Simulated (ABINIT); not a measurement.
SrTiO3:

```
O Sr Ti
1.0
     3.90000    0.00000    0.00000
     0.00000    3.90000    0.00000
     0.00000    0.00000    3.90000
O Sr Ti
3 1 1
Direct
  0.50000 0.50000 0.00000
  0.50000 0.00000 0.50000
  0.00000 0.50000 0.50000
  0.00000 0.00000 0.00000
  0.50000 0.50000 0.50000
```

The cell was built by a generator and needn't be a form met in nature.

| Property | Result |
| --- | --- |
| Program | ABINIT 10.8.3 (patched build) |
| Task | relaxation of cell and atoms |
| Functional | LDA |
| Potentials or basis | PseudoDojo NC SR LDA v0.4.1 standard |
| Cutoff | 1143 eV |
| k mesh | 7 × 7 × 7 |
| Occupations | fermi-dirac, width 0.05 eV |
| Spin | no spin polarisation |

At the start: pressure -6.9 GPa; volume 11.86 Å³/atom.

Where does the relaxation end?

Over 4 steps the energy falls by 9.6 meV/atom and the volume is 11.43 Å³/atom (-3.6 %); space group Pm-3m (No. 221, to 0.05 Å).

The path:
```tsv
step	energy change (eV)	largest force (eV/Å)	pressure (GPa)	volume (Å³)
1	0.0000	0.0000	-6.90	59.32
2	-0.0390	0.0000	-3.09	58.08
3	-0.0479	0.0000	0.17	57.12
4	-0.0479	0.0000	0.00	57.17
```

Final structure:
```yaml
crystal:
  lattice:
    - [3.85227, 0.00000, 0.00000]
    - [0.00000, 3.85227, 0.00000]
    - [0.00000, 0.00000, 3.85227]
  atoms:
    - { symbol: O, position: [0.50000, 0.50000, 0.00000] }
    - { symbol: O, position: [0.50000, 0.00000, 0.50000] }
    - { symbol: O, position: [0.00000, 0.50000, 0.50000] }
    - { symbol: Sr, position: [0.00000, 0.00000, 0.00000] }
    - { symbol: Ti, position: [0.50000, 0.50000, 0.50000] }
```
